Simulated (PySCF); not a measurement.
**One shape, several levels: C2H5GeN (SMILES C1=[N][GeH2][CH2]1)**

Wanted: a comparison of 6 runs (BHLYP/def2-SVP, BLYP/def2-SVP, CAM-B3LYP/def2-SVP, M06-L/def2-SVP, TPSS/def2-SVP, wB97X/def2-SVP) of C2H5GeN. Input form: a Python script.

Program for the calculation: PySCF 2.14.0.

### 1 The system as given

The species is C2H5GeN (9 atoms), meant as a singlet with charge 0. As SMILES, `C1=[N][GeH2][CH2]1`. Geometry: relaxed at PBE0-D4/def2-TZVP.

Bond lengths: C1–N2 1.278 Å, N2–Ge3 1.910 Å, C1–C4 1.512 Å, Ge3–C4 1.983 Å, C1–H5 1.098 Å, Ge3–H6 1.538 Å, Ge3–H7 1.538 Å, C4–H8 1.092 Å, C4–H9 1.092 Å. Some angles: C1–N2–Ge3 89.9°, N2–C1–C4 114.8°, N2–Ge3–C4 74.4°, C1–C4–Ge3 80.9°, N2–C1–H5 121.7°, C4–C1–H5 123.5°, N2–Ge3–H6 115.0°, N2–Ge3–H7 115.0°, C4–Ge3–H6 118.6°, C4–Ge3–H7 118.6°.

### 2 The energy at BHLYP/def2-SVP (run 1)

Contents of run.py:

```python
from pyscf import gto, dft

mol = gto.M(
    atom=[
    ('C', (-0.186800, -0.549700, -1.075100)),
    ('N', (1.035900, -0.182500, -1.141500)),
    ('Ge', (0.903900, 0.560600, 0.613000)),
    ('C', (-0.885400, -0.197100, 0.218500)),
    ('H', (-0.675600, -1.079500, -1.903400)),
    ('H', (1.056500, 2.089100, 0.684100)),
    ('H', (1.776000, -0.127000, 1.676700)),
    ('H', (-1.720500, 0.497400, 0.107000)),
    ('H', (-1.215600, -1.057700, 0.803700)),
],
    spin=0,
    charge=0,
    verbose=3,
    max_memory=1860,
    basis='def2-svp',
)

mf = dft.RKS(mol, xc='bhandhlyp')
mf.conv_tol = 1e-10
mf.grids.level = 5
mf.kernel()
if not mf.converged:
    mf = mf.newton().run(mf.mo_coeff, mf.mo_occ)

energy = mf.e_tot
print('E = %.10f Eh' % energy)
```

The run is started by

```sh
OMP_NUM_THREADS=1 python run.py
```

Log:

```text
converged SCF energy = -2210.45267724257
E = -2210.4526772426 Eh
```

Run time: 23 s. Hardware: 1 thread of Intel Xeon at 2.70GHz, shared host; peak memory 0.52 GiB.

### 3 The energy at BLYP/def2-SVP (run 2)

Contents of input.xyz:

```xyz
9

C     -0.186800    -0.549700    -1.075100
N      1.035900    -0.182500    -1.141500
Ge     0.903900     0.560600     0.613000
C     -0.885400    -0.197100     0.218500
H     -0.675600    -1.079500    -1.903400
H      1.056500     2.089100     0.684100
H      1.776000    -0.127000     1.676700
H     -1.720500     0.497400     0.107000
H     -1.215600    -1.057700     0.803700
```

Contents of input.py:

```python
# C1=[N][GeH2][CH2]1
from pyscf import gto, dft

molecule = gto.Mole()
molecule.atom = 'input.xyz'
molecule.basis = 'def2-svp'
molecule.verbose = 3
molecule.spin = 0
molecule.charge = 0
molecule.max_memory = 1860
molecule.build()

calc0 = dft.RKS(molecule)
calc0.xc = 'blyp'
calc0.grids.level = 5
calc0.conv_tol = 1e-10
calc0.kernel()
if not calc0.converged:
    calc0 = calc0.newton().run(calc0.mo_coeff, calc0.mo_occ)

etot = calc0.e_tot
print(f'total energy: {etot:.8f} hartree')
```

The run is started by

```sh
OMP_NUM_THREADS=1 python input.py
```

Log:

```text
converged SCF energy = -2210.55237314399
total energy: -2210.55237314 hartree
```

Run time: 25 s. Hardware: 1 thread of Intel Xeon at 2.70GHz, shared host; peak memory 0.52 GiB.

Runs 3 to 4 aren't shown in full; the table further down has their settings and results.

### 4 A single-point energy at TPSS/def2-SVP (run 5)

Contents of run.py:

```python
from pyscf import gto, dft

mol = gto.M(
    atom='''
C   -0.186800  -0.549700  -1.075100
N    1.035900  -0.182500  -1.141500
Ge   0.903900   0.560600   0.613000
C   -0.885400  -0.197100   0.218500
H   -0.675600  -1.079500  -1.903400
H    1.056500   2.089100   0.684100
H    1.776000  -0.127000   1.676700
H   -1.720500   0.497400   0.107000
H   -1.215600  -1.057700   0.803700
''',
    verbose=3,
    basis='def2-svp',
    max_memory=1860,
    charge=0,
)

calc0 = dft.RKS(mol)
calc0.xc = 'tpss'
calc0.conv_tol = 1e-10
calc0.grids.level = 5
calc0.kernel()
if not calc0.converged:
    calc0 = calc0.newton().run(calc0.mo_coeff, calc0.mo_occ)

e_tot = calc0.e_tot
print('E = %.10f Eh' % e_tot)
```

The run is started by

```sh
OMP_NUM_THREADS=1 python run.py
```

Log:

```text
converged SCF energy = -2210.56956475117
E = -2210.5695647512 Eh
```

It took 41 s on 1 thread of Intel Xeon at 2.70GHz, shared host; peak memory 0.53 GiB.

### 5 A single-point energy at wB97X/def2-SVP (run 6)

Contents of input.py:

```python
from pyscf import gto, dft

mol = gto.Mole()
mol.atom = [
    ('C', (-0.186800, -0.549700, -1.075100)),
    ('N', (1.035900, -0.182500, -1.141500)),
    ('Ge', (0.903900, 0.560600, 0.613000)),
    ('C', (-0.885400, -0.197100, 0.218500)),
    ('H', (-0.675600, -1.079500, -1.903400)),
    ('H', (1.056500, 2.089100, 0.684100)),
    ('H', (1.776000, -0.127000, 1.676700)),
    ('H', (-1.720500, 0.497400, 0.107000)),
    ('H', (-1.215600, -1.057700, 0.803700)),
]
mol.max_memory = 1860
mol.charge = 0
mol.verbose = 4
mol.basis = 'def2-svp'
mol.build()

ks = dft.RKS(mol)
ks.xc = 'wb97x'
ks.conv_tol = 1e-10
ks.grids.level = 5
ks.kernel()
if not ks.converged:
    ks = ks.newton().run(ks.mo_coeff, ks.mo_occ)

etot = ks.e_tot
print(f'total energy: {etot:.8f} hartree')
```

The run is started by

```sh
OMP_NUM_THREADS=1 python input.py
```

Log:

```text
PySCF version 2.14.0

[... 80 lines left out ...]
converged SCF energy = -2210.56813532318
total energy: -2210.56813532 hartree
```

It took 38 s on 1 thread of Intel Xeon at 2.70GHz, shared host; peak memory 0.52 GiB.

### 6 All runs side by side

```tsv
run	level	energy (Eh)	dipole moment (D)	HOMO energy (eV)	LUMO energy (eV)	wall time
1	BHLYP/def2-SVP	-2210.452677	2.53	-8.19	1.08	23 s
2	BLYP/def2-SVP	-2210.552373	2.27	-5.26	-1.08	25 s
3	CAM-B3LYP/def2-SVP	-2210.605421	2.45	-8.21	1.20	37 s
4	M06-L/def2-SVP	-2210.488466	2.44	-5.64	-0.97	44 s
5	TPSS/def2-SVP	-2210.569565	2.33	-5.53	-1.11	41 s
6	wB97X/def2-SVP	-2210.568135	2.49	-9.24	2.27	38 s
```

### 7 Results

| quantity | value |
| --- | --- |
| run 6: total energy | -2210.56814 Eh |
| run 6: dipole moment | 2.49 D |
| run 6: HOMO energy | -9.24 eV |
| run 6: LUMO energy | 2.27 eV |
| run 6: HOMO–LUMO gap | 11.51 eV |

What this shows: The dipole moment (its size) runs from 2.27 D (BLYP/def2-SVP) to 2.53 D (BHLYP/def2-SVP). The HOMO–LUMO gap runs from 4.18 eV (BLYP/def2-SVP) to 11.51 eV (wB97X/def2-SVP). Totals of different functionals can't be ranked against each other. All runs together took 3.5 min, the longest 44 s.
